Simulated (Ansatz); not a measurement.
**CH7ClOSi2: up Jacob's ladder to CCSD(T)**

Aim: compute CH7ClOSi2 with functionals from several rungs and with coupled cluster, and see how far each lands from CCSD(T) at the basis-set limit for the atomisation energy.

The runs use Ansatz 0.2.0, Gaussian basis; functionals in def2-TZVPP, the program's frozen cores in correlated methods.

The runs, in order: PBE-D4, r2SCAN-D4, PBE0-D4, B3LYP-D4, ωB97X-V, ωB97M-V, B2PLYP; CCSD(T)/def2-TZVPP; MP2/def2-QZVPP; extrapolation to the limit.

### 1 The relaxed structure

An earlier PBE0-D4 in a triple-zeta def2 set relaxation fixed the geometry.

SMILES `C[SiH2][SiH](O)Cl`, 12 atoms, charge 0, spin multiplicity 1.

Atoms are counted from 1 here; the program's logs count them from 0.

Bond lengths: C1–Si2 1.873 Å, C1–H6 1.092 Å, C1–H7 1.092 Å, C1–H8 1.092 Å, Si2–Si3 2.336 Å, Si2–H9 1.490 Å, Si2–H10 1.490 Å, Si3–O4 1.642 Å, Si3–Cl5 2.074 Å, Si3–H11 1.487 Å, O4–H12 0.959 Å. Angles: Si2–C1–H6 110.8°, Si2–C1–H7 110.4°, Si2–C1–H8 110.4°, H6–C1–H7 108.4°, H6–C1–H8 108.5°, H7–C1–H8 108.2°, C1–Si2–Si3 109.8°, C1–Si2–H9 111.3°, C1–Si2–H10 111.3°, Si3–Si2–H9 108.9°, Si3–Si2–H10 107.4°, H9–Si2–H10 107.9°, Si2–Si3–O4 107.3°, Si2–Si3–Cl5 108.2°, Si2–Si3–H11 116.2°, O4–Si3–Cl5 109.9°, O4–Si3–H11 110.8°, Cl5–Si3–H11 104.4° and more.

### 2 PBE-D4 (GGA)

in.yaml reads:

```yaml
crystal:
  periodic: [false, false, false]
  atoms:
    - {symbol: C, position_ang: [-1.520926, -0.736321, -0.868351]}
    - {symbol: Si, position_ang: [-0.183091, -1.056376, 0.402119]}
    - {symbol: Si, position_ang: [1.108103, 0.868116, 0.695924]}
    - {symbol: O, position_ang: [1.780083, 1.233346, -0.757578]}
    - {symbol: Cl, position_ang: [-0.149347, 2.404416, 1.297576]}
    - {symbol: H, position_ang: [-2.148997, -1.619672, -1.001673]}
    - {symbol: H, position_ang: [-2.155339, 0.094117, -0.551811]}
    - {symbol: H, position_ang: [-1.077177, -0.478721, -1.832090]}
    - {symbol: H, position_ang: [0.706522, -2.175565, -0.017350]}
    - {symbol: H, position_ang: [-0.766936, -1.406175, 1.727082]}
    - {symbol: H, position_ang: [2.148646, 0.804417, 1.756680]}
    - {symbol: H, position_ang: [2.335558, 2.013216, -0.816629]}
basis:
  gaussian: {orbitals: def2-TZVPP}
hamiltonian: {xc: pbe, dispersion: d4}
output: {forces: true, orbitals: {seedname: orbitals}}
```

Run with:

```bash
$ ansatz run in.yaml --threads 4 --pin off --events-out ev --progress --plain --max-ram 10444MiB
```

After this run come: r2SCAN-D4 (meta-GGA); PBE0-D4 (hybrid); B3LYP-D4 (hybrid); ωB97X-V (range-separated); ωB97M-V (range-separated); B2PLYP (double hybrid); CCSD(T) in def2-TZVPP; MP2 in def2-QZVPP.

**Question.** What will the summary of the whole plan be? Wanted: atomisation energy, CCSD(T)/CBS; farthest; mean size of error, hybrid; mean size of error, range-separated; gap, smallest and largest; T1 diagnostic; triples share of the correlation energy.

**Answer**, as computed:

```
                               quantity                                 value
        atomisation energy, CCSD(T)/CBS                         4175.2 kJ/mol
 functionals within 20.9 kJ/mol (0.5 %)   PBE-D4, r2SCAN-D4, ωB97X-V, ωB97M-V
                               farthest                 B2PLYP (-72.2 kJ/mol)
             mean size of error, hybrid                           32.0 kJ/mol
    mean size of error, range-separated                            6.2 kJ/mol
              gap, smallest and largest  5.56 eV (PBE-D4), 11.88 eV (ωB97X-V)
                          T1 diagnostic                                0.0110
triples share of the correlation energy                                 3.7 %
```

PBE-D4 misses by +3.6 kJ/mol. Double hybrids carry the basis error of their MP2 part in triple zeta, and no dispersion term here, so their miss is partly the set-up's. Misses under about 20.9 kJ/mol are within the doubt on the reference itself, which lacks core-valence correlation, relativity and higher excitations. Hartree-Fock recovers 75 % of the binding; the rest is correlation. Orbital gaps span 5.6 to 11.9 eV; exact exchange widens them.
